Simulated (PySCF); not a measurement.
**A gas-phase reaction: Cl2H2O2Si + F → Cl2HO2Si + FH**

Wanted: the reaction energy for `O[Si](O)(Cl)Cl` + `[F-]` → `[O-][Si](O)(Cl)Cl` + `F`.

Computed with PySCF 2.14.0; each step states its level. No surroundings beyond the atoms listed, unless a continuum is named. Atoms count from 0, parts from 1.

## 1. Starting point

Each species was relaxed by itself at PBE0-D3(BJ)/def2-SVPD.

## 2. Reaction energy: wB97M-D3(BJ)/def2-TZVPD

Job settings and geometry (Å):

```
{"job": {"kind": "react", "xc": "wB97M-D3(BJ)", "basis": "def2-TZVPD"}, "charge": 0, "multiplicity": 1}
-1 Cl2H2O2Si charge 0 multiplicity 1
O     -1.116100    -0.864900    -0.336930
Si     0.176550    -0.012550     0.215770
O     -0.315120     1.480750     0.671320
Cl     1.025730    -0.871300     1.864530
Cl     1.606760     0.063080    -1.267360
H     -0.957390    -1.680860    -0.818540
H     -0.827430     1.999100     0.044640

-1 F charge -1 multiplicity 1
F      0.000000     0.000000     0.000000

+1 Cl2HO2Si charge -1 multiplicity 1
O      0.443320     0.431630     1.855250
Si     0.092070     0.168480     0.370560
O      0.311920    -1.370410    -0.268990
Cl    -1.940560     0.593330    -0.198860
Cl     1.127020     1.390910    -1.069250
H      0.062540    -1.419270    -1.195280

+1 FH charge 0 multiplicity 1
F      0.454330     0.004520    -0.072470
H     -0.454330    -0.004520     0.072470
```

With the program's defaults for keys left out, this is: wB97M-D3(BJ)/def2-TZVPD reaction energy of separated species, gas phase.

On the command line:

```bash
$ OMP_NUM_THREADS=1 python cluster_run.py task.json out
```

The driver reads the jobs from task.json and runs them one after another.

Log:

```text
species 1 (Cl2H2O2Si)
coarse grid: 34352 points
cycle   1  E = -1361.8836571794  dE =  6.410e-01  |g| = 9.180e-01  |ddm| = 2.176e+00
cycle   2  E = -1361.8799009156  dE =  3.756e-03  |g| = 1.000e+00  |ddm| = 1.217e+00
cycle   3  E = -1362.0441884505  dE = -1.643e-01  |g| = 6.012e-02  |ddm| = 6.067e-01
cycle   4  E = -1362.0449035055  dE = -7.151e-04  |g| = 2.865e-02  |ddm| = 7.519e-02
cycle   5  E = -1362.0450702200  dE = -1.667e-04  |g| = 5.361e-03  |ddm| = 2.354e-02
cycle   6  E = -1362.0450795711  dE = -9.351e-06  |g| = 1.527e-03  |ddm| = 8.615e-03
final grid: 68584 points
cycle   7  E = -1362.0449172988  dE = -4.906e-07  |g| = 1.291e-03  |ddm| = 4.021e-03
cycle   8  E = -1362.0449173169  dE = -1.815e-08  |g| = 1.356e-03  |ddm| = 1.560e-03
cycle   9  E = -1362.0449176259  dE = -3.090e-07  |g| = 1.212e-04  |ddm| = 6.873e-04
cycle  10  E = -1362.0449176296  dE = -3.711e-09  |g| = 3.881e-05  |ddm| = 1.067e-04
cycle  11  E = -1362.0449176305  dE = -8.488e-10  |g| = 1.458e-05  |ddm| = 7.998e-05
converged SCF energy = -1362.0449176305

species 2 (F)
coarse grid: 5304 points
cycle   1  E = -99.7735595435  dE = -1.701e-01  |g| = 8.390e-01  |ddm| = 3.042e-01
cycle   2  E = -99.4217741307  dE =  3.518e-01  |g| = 1.736e+00  |ddm| = 1.187e+00
cycle   3  E = -99.9129072191  dE = -4.911e-01  |g| = 3.879e-02  |ddm| = 7.668e-01
cycle   4  E = -99.9130379075  dE = -1.307e-04  |g| = 2.144e-02  |ddm| = 3.124e-02
cycle   5  E = -99.9130976974  dE = -5.979e-05  |g| = 1.450e-03  |ddm| = 8.861e-03
cycle   6  E = -99.9130979605  dE = -2.631e-07  |g| = 2.299e-04  |ddm| = 4.862e-04
final grid: 11608 points
cycle   7  E = -99.9130859017  dE =  1.872e-09  |g| = 2.255e-04  |ddm| = 1.777e-04
cycle   8  E = -99.9130858948  dE =  6.925e-09  |g| = 3.200e-04  |ddm| = 1.966e-04
cycle   9  E = -99.9130859089  dE = -1.404e-08  |g| = 1.900e-06  |ddm| = 1.112e-04
cycle  10  E = -99.9130859089  dE = -1.251e-12  |g| = 7.399e-08  |ddm| = 3.603e-06
converged SCF energy = -99.9130859089

species 3 (Cl2HO2Si)
coarse grid: 31880 points
cycle   1  E = -1361.2426712500  dE =  3.824e-01  |g| = 1.145e+00  |ddm| = 2.076e+00
cycle   2  E = -1360.9893361956  dE =  2.533e-01  |g| = 1.669e+00  |ddm| = 1.811e+00
cycle   3  E = -1361.4982710192  dE = -5.089e-01  |g| = 1.750e-01  |ddm| = 1.124e+00
cycle   4  E = -1361.5033977134  dE = -5.127e-03  |g| = 7.007e-02  |ddm| = 1.399e-01
cycle   5  E = -1361.5041921765  dE = -7.945e-04  |g| = 1.684e-02  |ddm| = 4.504e-02
cycle   6  E = -1361.5042506471  dE = -5.847e-05  |g| = 5.029e-03  |ddm| = 1.726e-02
cycle   7  E = -1361.5042577923  dE = -7.145e-06  |g| = 9.772e-04  |ddm| = 7.380e-03
final grid: 63208 points
cycle   8  E = -1361.5042209290  dE = -5.112e-07  |g| = 6.024e-04  |ddm| = 3.000e-03
cycle   9  E = -1361.5042210071  dE = -7.813e-08  |g| = 4.521e-04  |ddm| = 1.100e-03
cycle  10  E = -1361.5042210553  dE = -4.817e-08  |g| = 9.844e-05  |ddm| = 3.346e-04
cycle  11  E = -1361.5042210586  dE = -3.283e-09  |g| = 6.840e-05  |ddm| = 1.643e-04
cycle  12  E = -1361.5042210601  dE = -1.492e-09  |g| = 1.526e-05  |ddm| = 9.800e-05
cycle  13  E = -1361.5042210601  dE = -5.753e-11  |g| = 2.936e-06  |ddm| = 1.911e-05
converged SCF energy = -1361.5042210601

species 4 (FH)
coarse grid: 7776 points
cycle   1  E = -100.4688248557  dE = -9.408e-02  |g| = 4.644e-01  |ddm| = 6.197e-01
cycle   2  E = -100.4725057401  dE = -3.681e-03  |g| = 5.038e-01  |ddm| = 3.808e-01
cycle   3  E = -100.5053204371  dE = -3.281e-02  |g| = 2.574e-02  |ddm| = 1.678e-01
cycle   4  E = -100.5053964150  dE = -7.598e-05  |g| = 5.006e-03  |ddm| = 1.077e-02
cycle   5  E = -100.5054010561  dE = -4.641e-06  |g| = 4.334e-04  |ddm| = 3.766e-03
final grid: 16976 points
cycle   6  E = -100.5053936072  dE = -6.450e-08  |g| = 1.040e-04  |ddm| = 8.238e-04
cycle   7  E = -100.5053936107  dE = -3.467e-09  |g| = 7.711e-05  |ddm| = 2.169e-04
cycle   8  E = -100.5053936114  dE = -7.803e-10  |g| = 2.127e-05  |ddm| = 3.716e-05
converged SCF energy = -100.5053936114

Reaction energy = -31.982 kcal/mol
```

It took 39 s on 1 thread of Arm Neoverse V1, shared host; peak memory 0.78 GiB.

Species by species (with the dispersion term, which the log's SCF energies lack):

```tsv
ν	species	energy (Eh)	HOMO (eV)
-1	O[Si](O)(Cl)Cl	-1362.05326	-11.56
-1	[F-]	-99.91309	-2.89
+1	[O-][Si](O)(Cl)Cl	-1361.51168	-5.36
+1	F	-100.50563	-14.54
```

## 3. Energies of the species: PBE0-D3(BJ)/def2-TZVPD

The job, as its differences from that of step 2:

```diff
@@ -1,2 +1,2 @@
-{"job": {"kind": "react", "xc": "wB97M-D3(BJ)", "basis": "def2-TZVPD"}, "charge": 0, "multiplicity": 1}
+{"job": {"kind": "react", "xc": "PBE0", "basis": "def2-TZVPD", "disp": "d3bj"}, "charge": 0, "multiplicity": 1}
 -1 Cl2H2O2Si charge 0 multiplicity 1
```

With the program's defaults for keys left out, this is: PBE0-D3(BJ)/def2-TZVPD reaction energy of separated species, gas phase.

Log:

```text
species 1 (Cl2H2O2Si)
coarse grid: 8288 points
cycle   1  E = -1361.1244078724  dE =  6.571e-01  |g| = 9.706e-01  |ddm| = 2.260e+00
cycle   2  E = -1360.8856763478  dE =  2.387e-01  |g| = 1.505e+00  |ddm| = 1.558e+00
cycle   3  E = -1361.2866049299  dE = -4.009e-01  |g| = 1.071e-01  |ddm| = 1.006e+00
cycle   4  E = -1361.2889491779  dE = -2.344e-03  |g| = 4.334e-02  |ddm| = 1.231e-01
cycle   5  E = -1361.2892880999  dE = -3.389e-04  |g| = 1.006e-02  |ddm| = 3.827e-02
cycle   6  E = -1361.2893096246  dE = -2.152e-05  |g| = 3.774e-03  |ddm| = 9.641e-03
cycle   7  E = -1361.2893126355  dE = -3.011e-06  |g| = 8.325e-04  |ddm| = 2.462e-03
final grid: 68584 points
cycle   8  E = -1361.2899183875  dE = -3.059e-05  |g| = 6.428e-03  |ddm| = 3.053e-02
cycle   9  E = -1361.2899112026  dE =  7.185e-06  |g| = 8.785e-03  |ddm| = 8.943e-03
cycle  10  E = -1361.2899243781  dE = -1.318e-05  |g| = 8.998e-04  |ddm| = 5.344e-03
cycle  11  E = -1361.2899245011  dE = -1.230e-07  |g| = 1.366e-04  |ddm| = 6.012e-04
cycle  12  E = -1361.2899245047  dE = -3.592e-09  |g| = 3.972e-05  |ddm| = 1.492e-04
cycle  13  E = -1361.2899245051  dE = -3.506e-10  |g| = 1.482e-05  |ddm| = 3.974e-05
converged SCF energy = -1361.2899245051

species 2 (F)
coarse grid: 1088 points
cycle   1  E = -99.6480299908  dE = -8.108e-02  |g| = 8.599e-01  |ddm| = 3.156e-01
cycle   2  E = -97.8823061729  dE =  1.766e+00  |g| = 3.110e+00  |ddm| = 2.037e+00
cycle   3  E = -99.7922027745  dE = -1.910e+00  |g| = 7.027e-02  |ddm| = 1.718e+00
cycle   4  E = -99.7924511220  dE = -2.483e-04  |g| = 5.277e-02  |ddm| = 6.585e-02
cycle   5  E = -99.7928802840  dE = -4.292e-04  |g| = 8.706e-03  |ddm| = 1.832e-02
cycle   6  E = -99.7928921043  dE = -1.182e-05  |g| = 1.037e-03  |ddm| = 3.146e-03
cycle   7  E = -99.7928922756  dE = -1.713e-07  |g| = 4.564e-06  |ddm| = 4.256e-04
final grid: 11608 points
cycle   8  E = -99.7963210859  dE = -3.387e-06  |g| = 9.094e-04  |ddm| = 3.670e-03
cycle   9  E = -99.7963207951  dE =  2.908e-07  |g| = 1.611e-03  |ddm| = 9.527e-04
cycle  10  E = -99.7963211908  dE = -3.957e-07  |g| = 1.338e-04  |ddm| = 7.234e-04
cycle  11  E = -99.7963211937  dE = -2.821e-09  |g| = 9.473e-06  |ddm| = 6.123e-05
cycle  12  E = -99.7963211937  dE = -1.552e-11  |g| = 5.050e-07  |ddm| = 4.784e-06
converged SCF energy = -99.7963211937

species 3 (Cl2HO2Si)
coarse grid: 7664 points
cycle   1  E = -1360.4655580068  dE =  4.760e-01  |g| = 1.192e+00  |ddm| = 2.170e+00
cycle   2  E = -1358.9500981338  dE =  1.515e+00  |g| = 2.796e+00  |ddm| = 4.376e+00
cycle   3  E = -1360.6979822154  dE = -1.748e+00  |g| = 4.530e-01  |ddm| = 4.028e+00
cycle   4  E = -1360.7348407567  dE = -3.686e-02  |g| = 2.126e-01  |ddm| = 3.909e-01
cycle   5  E = -1360.7415262926  dE = -6.686e-03  |g| = 5.584e-02  |ddm| = 1.183e-01
cycle   6  E = -1360.7421610519  dE = -6.348e-04  |g| = 1.571e-02  |ddm| = 5.008e-02
cycle   7  E = -1360.7422056762  dE = -4.462e-05  |g| = 4.126e-03  |ddm| = 1.155e-02
cycle   8  E = -1360.7422099748  dE = -4.299e-06  |g| = 9.729e-04  |ddm| = 3.233e-03
final grid: 63208 points
cycle   9  E = -1360.7445200794  dE = -1.665e-05  |g| = 9.804e-03  |ddm| = 2.788e-02
cycle  10  E = -1360.7444707629  dE =  4.932e-05  |g| = 1.888e-02  |ddm| = 1.719e-02
cycle  11  E = -1360.7445355375  dE = -6.477e-05  |g| = 1.646e-03  |ddm| = 1.178e-02
cycle  12  E = -1360.7445359596  dE = -4.220e-07  |g| = 5.551e-04  |ddm| = 1.114e-03
cycle  13  E = -1360.7445360116  dE = -5.202e-08  |g| = 8.421e-05  |ddm| = 3.120e-04
cycle  14  E = -1360.7445360130  dE = -1.372e-09  |g| = 1.696e-05  |ddm| = 7.963e-05
cycle  15  E = -1360.7445360130  dE = -6.594e-11  |g| = 6.106e-06  |ddm| = 1.583e-05
converged SCF energy = -1360.7445360130

species 4 (FH)
coarse grid: 1712 points
cycle   1  E = -100.3538860207  dE = -3.607e-02  |g| = 4.957e-01  |ddm| = 6.253e-01
cycle   2  E = -100.3143780163  dE =  3.951e-02  |g| = 7.428e-01  |ddm| = 5.125e-01
cycle   3  E = -100.3935970962  dE = -7.922e-02  |g| = 2.285e-02  |ddm| = 2.891e-01
cycle   4  E = -100.3936726888  dE = -7.559e-05  |g| = 4.203e-03  |ddm| = 9.787e-03
cycle   5  E = -100.3936746716  dE = -1.983e-06  |g| = 3.548e-04  |ddm| = 1.247e-03
final grid: 16976 points
cycle   6  E = -100.3948396664  dE = -1.844e-05  |g| = 3.881e-03  |ddm| = 7.244e-03
cycle   7  E = -100.3948378642  dE =  1.802e-06  |g| = 5.327e-03  |ddm| = 3.257e-03
cycle   8  E = -100.3948417017  dE = -3.838e-06  |g| = 1.019e-04  |ddm| = 1.952e-03
cycle   9  E = -100.3948417030  dE = -1.349e-09  |g| = 1.799e-05  |ddm| = 4.011e-05
cycle  10  E = -100.3948417031  dE = -4.869e-11  |g| = 3.015e-06  |ddm| = 1.029e-05
converged SCF energy = -100.3948417031

Reaction energy = -33.051 kcal/mol
```

It took 20 s on 1 thread of Arm Neoverse V1, shared host; peak memory 0.68 GiB.

Reaction energy at this level: -33.05 kcal/mol.

## 4. Side by side

Energies in kcal/mol, with wall time:

```tsv
run	reaction	time
wB97M-D3(BJ)/def2-TZVPD	-31.98	39 s
PBE0-D3(BJ)/def2-TZVPD	-33.05	20 s
```

## 5. Outcome

| quantity | value |
| --- | --- |
| reaction energy (wB97M-D3(BJ)/def2-TZVPD) | -31.98 kcal/mol |
| ΔH, ΔG at 298 K (xTB thermal terms) | -32.7, -34.1 kcal/mol |
| range of the reaction energy over the runs of this table | -33.05 to -31.98 kcal/mol |

What this shows: The reaction is exothermic by 32.7 kcal/mol in the gas phase; dispersion gives +0.40, and xTB itself gave -38.60 for the electronic energy (xTB energies and thermal terms come from the earlier relaxation of each species, not shown). No barrier was sought. The reaction energy runs from -33.05 (PBE0-D3(BJ)/def2-TZVPD) to -31.98 kcal/mol (wB97M-D3(BJ)/def2-TZVPD).
